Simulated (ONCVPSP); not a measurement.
# Pseudopotential generation for samarium: ONCV, PBE

Aim: build the potential from the settings below, then test how well it stands in for the atom: other configurations, scattering, ghost states and the plane-wave cutoff that it needs.

Program: ONCVPSP 4.0.1. Reference atom: PBE, scalar-relativistic, spherical and spin-unpolarised. All values are calculated.

### 1 The design

The settings as typed:

| Quantity | Value |
| --- | --- |
| element | samarium (Sm, Z = 62) |
| type | optimised norm-conserving Vanderbilt (ONCV) |
| frozen core | [Kr] 4d10 |
| valence charge | 16 |
| reference configuration | 4f6 5s2 5p6 6s1.5 (charge +0.5) |
| partial waves | 5s+6s: rc 2.15 bohr, ncon 4, nbas 8, qcut 5.9 1/bohr, 2 projectors; 5p: rc 2.25 bohr, ncon 5, nbas 8, qcut 7.2 1/bohr, 2 projectors, debl 3.9 Ha; d scattering state at 0.03 Ha: rc 2.00 bohr, ncon 5, nbas 10, qcut 4.9 1/bohr, 1 projector; 4f: rc 0.85 bohr, ncon 4, nbas 9, qcut 20.6 1/bohr, 3 projectors, debl 3.5 Ha |
| local potential | polynomial inside 0.55 bohr (lpopt 5, dvloc0 0 Ha) |
| core correction | Teter function fitted to the true core (icmod 2), fcfact 0.2 |

The nodes and maxima of the atom's own shells, from an earlier all-electron run, set the scale for the radii.

All-electron outer shells of the reference configuration (PBE, scalar-relativistic, ld1.x):

```json
{"shell": "5s", "level (eV)": "-46.20", "outermost node (bohr)": "0.69", "outermost maximum (bohr)": "1.27"}
{"shell": "5p", "level (eV)": "-26.16", "outermost node (bohr)": "0.73", "outermost maximum (bohr)": "1.43"}
{"shell": "6s", "level (eV)": "-5.92", "outermost node (bohr)": "1.70", "outermost maximum (bohr)": "3.57"}
{"shell": "4f", "level (eV)": "-5.37", "outermost node (bohr)": "–", "outermost maximum (bohr)": "0.61"}
{"shell": "5d", "level (eV)": "-4.31", "outermost node (bohr)": "0.84", "outermost maximum (bohr)": "2.14"}
{"shell": "6p", "level (eV)": "-3.17", "outermost node (bohr)": "2.04", "outermost maximum (bohr)": "4.64"}
```

### 2 The generation run

Sm.dat

```
# ATOM AND REFERENCE CONFIGURATION
# atsym  z   nc   nv     iexc    psfile
  Sm 62.00    9    4        4      upf
#
#   n    l    f
    1    0    2.00
    2    0    2.00
    2    1    6.00
    3    0    2.00
    3    1    6.00
    3    2   10.00
    4    0    2.00
    4    1    6.00
    4    2   10.00
    4    3    6.00
    5    0    2.00
    5    1    6.00
    6    0    1.50
#
# PSEUDOPOTENTIAL AND OPTIMIZATION
# lmax
    3
#
#   l,   rc,      ep,       ncon, nbas, qcut
    0    2.15    0.00    4    8    5.90
    1    2.25    0.00    5    8    7.20
    2    2.00    0.03    5   10    4.90
    3    0.85    0.00    4    9   20.60
#
# LOCAL POTENTIAL
# lloc, lpopt,  rc(5),   dvloc0
    4    5    0.55    0.00
#
# VANDERBILT-KLEINMAN-BYLANDER PROJECTORs
# l, nproj, debl
    0    2    1.10
    1    2    3.90
    2    1    1.70
    3    3    3.50
#
# MODEL CORE CHARGE
# icmod, fcfact, rcfact
    2    0.20    0.95
#
# LOG DERIVATIVE ANALYSIS
# epsh1, epsh2, depsh
   -3.00    5.00    0.02
#
# OUTPUT GRID
# rlmax, drl
    6.00    0.01
#
# TEST CONFIGURATIONS
# ncnf
    4
# nvcnf
#   n    l    f
    4
    4    3    6.00
    5    0    2.00
    5    1    6.00
    6    0    2.00
#
    4
    4    3    6.00
    5    0    2.00
    5    1    6.00
    6    0    1.00
#
    4
    4    3    6.00
    5    0    2.00
    5    1    6.00
    6    0    0.00
#
    5
    4    3    6.00
    5    0    2.00
    5    1    6.00
    6    0    0.00
    6    1    1.00
#
```

Run with:

```console
oncvpsp.x < Sm.dat > Sm.out
```

What does the calculation give? Wanted: cutoffs for 1 and 0.1 mHa per electron, occupied waves; bound ghosts; GHOST(+) flags; largest miss of a reference level; largest phase difference near zero energy, channels read; rms error of d²Exc/dn², without and with the model core; projector energies reset by the program.

**Answer**, as computed:

| quantity | value |
| --- | --- |
| cutoffs for 1 and 0.1 mHa per electron, occupied waves | 169 Ha and 189 Ha |
| bound ghosts | s at -1123.31 eV, s at -36.16 eV, p at -527.32 eV, d at -178.94 eV |
| GHOST(+) flags | none at low energy |
| largest miss of a reference level | 49 meV (4f) |
| largest phase difference near zero energy, channels read | 0.004 rad |
| rms error of d²Exc/dn², without and with the model core | 8.04 and 3.01 mHa |
| projector energies reset by the program | d: 0.050 Ha |

**Reading.** It has a bound ghost (s, p, d), a state that the atom doesn't have, and that rules the file out. Already in the reference configuration the 4f level is off by 49 meV. It counts as very hard, with 169 Ha needed at the looser tolerance. At the looser tolerance the 4f wave is the slowest; 5p needs 16 Ha. Near zero energy the phases of the channels with partial waves agree within 0.004 rad. These are tests on the free atom; a crystal test is still owed.
